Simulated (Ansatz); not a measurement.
# BH5SiZn: one species, many methods

How much do the methods differ for BH5SiZn? The plan is to run it at one geometry with functionals of several rungs and with coupled cluster. The yardstick is the atomisation energy at the CCSD(T) limit.

The runs use Ansatz 0.2.0, Gaussian basis; functionals in def2-TZVPP, the program's frozen cores in correlated methods.

Levels to be run: LDA (SPW92), PBE-D4, revPBE-D4, BLYP-D4, r2SCAN-D4, B97M-V, PBE0-D4, B3LYP-D4, r2SCANh-D4, r2SCAN0-D4, HSE06-D4, BHLYP-D4, CAM-B3LYP-D4, LC-ωPBE, ωB97X-V, ωB97M-V, B2PLYP, PBE-QIDH; CCSD(T)/def2-SVP; CCSD(T)/def2-TZVPP; MP2/def2-QZVPP; extrapolation to the limit; RPA on PBE.

## (1) The relaxed structure

An earlier PBE0-D4 in a triple-zeta def2 set relaxation fixed the geometry.

8 atoms, charge 0, spin multiplicity 1.

Atoms are counted from 1 here; the program's logs count them from 0.

Bond lengths: B1–Si2 2.011 Å, B1–Zn3 2.230 Å, B1–H4 1.204 Å, B1–H5 1.204 Å, Si2–H6 1.496 Å, Si2–H7 1.492 Å, Si2–H8 1.492 Å. Angles: Si2–B1–Zn3 101.3°, Si2–B1–H4 119.8°, Si2–B1–H5 119.8°, Zn3–B1–H4 93.5°, Zn3–B1–H5 93.5°, H4–B1–H5 117.0°, B1–Si2–H6 108.1°, B1–Si2–H7 114.0°, B1–Si2–H8 114.0°, H6–Si2–H7 106.7°, H6–Si2–H8 106.7°, H7–Si2–H8 106.9°.

## (2) LDA

This LDA is Slater exchange with PW92 correlation.

Contents of in.yaml:

```yaml
crystal:
  periodic: [false, false, false]
  atoms:
    - {symbol: B, position_ang: [-0.792316, -0.230375, -0.615580]}
    - {symbol: Si, position_ang: [0.607512, 0.579234, 0.579949]}
    - {symbol: Zn, position_ang: [-0.052370, -2.325942, -0.797288]}
    - {symbol: H, position_ang: [-1.851709, -0.567097, -0.153512]}
    - {symbol: H, position_ang: [-0.750603, -0.035162, -1.802744]}
    - {symbol: H, position_ang: [0.249990, 2.014149, 0.808146]}
    - {symbol: H, position_ang: [1.981808, 0.566800, -0.000052]}
    - {symbol: H, position_ang: [0.699788, -0.058605, 1.925281]}
basis:
  gaussian: {orbitals: def2-TZVPP}
hamiltonian: {xc: lda}
output: {orbitals: {seedname: orbitals}}
```

Command:

```sh
$ ansatz run in.yaml --threads 2 --pin off --events-out ev --progress --plain --max-ram 4352MiB
```

Further steps of the session: PBE-D4 (GGA); revPBE-D4 (GGA); BLYP-D4 (GGA); r2SCAN-D4 (meta-GGA); B97M-V (meta-GGA); PBE0-D4 (hybrid); B3LYP-D4 (hybrid); r2SCANh-D4 (hybrid); r2SCAN0-D4 (hybrid); HSE06-D4 (hybrid); BHLYP-D4 (hybrid); CAM-B3LYP-D4 (range-separated); LC-ωPBE (range-separated); ωB97X-V (range-separated); ωB97M-V (range-separated); B2PLYP (double hybrid); PBE-QIDH (double hybrid); CCSD(T) in def2-SVP; CCSD(T) in def2-TZVPP; MP2 in def2-QZVPP; RPA on PBE orbitals.

Q: Predict the results of all the runs planned. Wanted: atomisation energy, CCSD(T)/CBS; farthest beyond LDA; mean size of error, GGA; mean size of error, meta-GGA; mean size of error, hybrid; mean size of error, range-separated; mean size of error, double hybrid; gap, smallest and largest; T1 diagnostic.

The runs gave:

| quantity | value |
| --- | --- |
| atomisation energy, CCSD(T)/CBS | 2088.5 kJ/mol |
| functionals within 10.4 kJ/mol (0.5 %) | BLYP-D4, PBE0-D4, HSE06-D4, BHLYP-D4, ωB97M-V, PBE-QIDH |
| farthest beyond LDA | B97M-V (+28.4 kJ/mol) |
| mean size of error, GGA | 10.8 kJ/mol |
| mean size of error, meta-GGA | 28.2 kJ/mol |
| mean size of error, hybrid | 11.0 kJ/mol |
| mean size of error, range-separated | 12.5 kJ/mol |
| mean size of error, double hybrid | 14.7 kJ/mol |
| gap, smallest and largest | 3.16 eV (LDA (SPW92)), 8.75 eV (LC-ωPBE) |
| T1 diagnostic | 0.0156 |
| triples share of the correlation energy | 3.4 % |

**Reading.** The LDA atomisation energy is off by 244.6 kJ/mol (12 %): it overbinds. PBE-D4 is off by +11.2 kJ/mol. Double hybrids carry the basis error of their MP2 part in triple zeta, and no dispersion term here, so their miss is partly the set-up's. Taken by rung, GGA functionals do best (10.8 kJ/mol on average) and meta-GGA ones worst beyond LDA (28.2 kJ/mol). The gap between the best rungs is small, so their order is not settled. The reference freezes the cores and leaves out relativity and excitations past (T), so misses under about 10.4 kJ/mol can't be ranked. Hartree-Fock recovers 77 % of the binding; the rest is correlation. CCSD(T) in def2-SVP is off by -106.6 kJ/mol, so the small basis spoils what the method gains. The gap grows from 3.2 to 8.8 eV across the functionals, mostly with the share of exact exchange. The restricted reference is unstable towards a spin-broken one. For Zn the d shell is correlated and the shells below it are frozen.
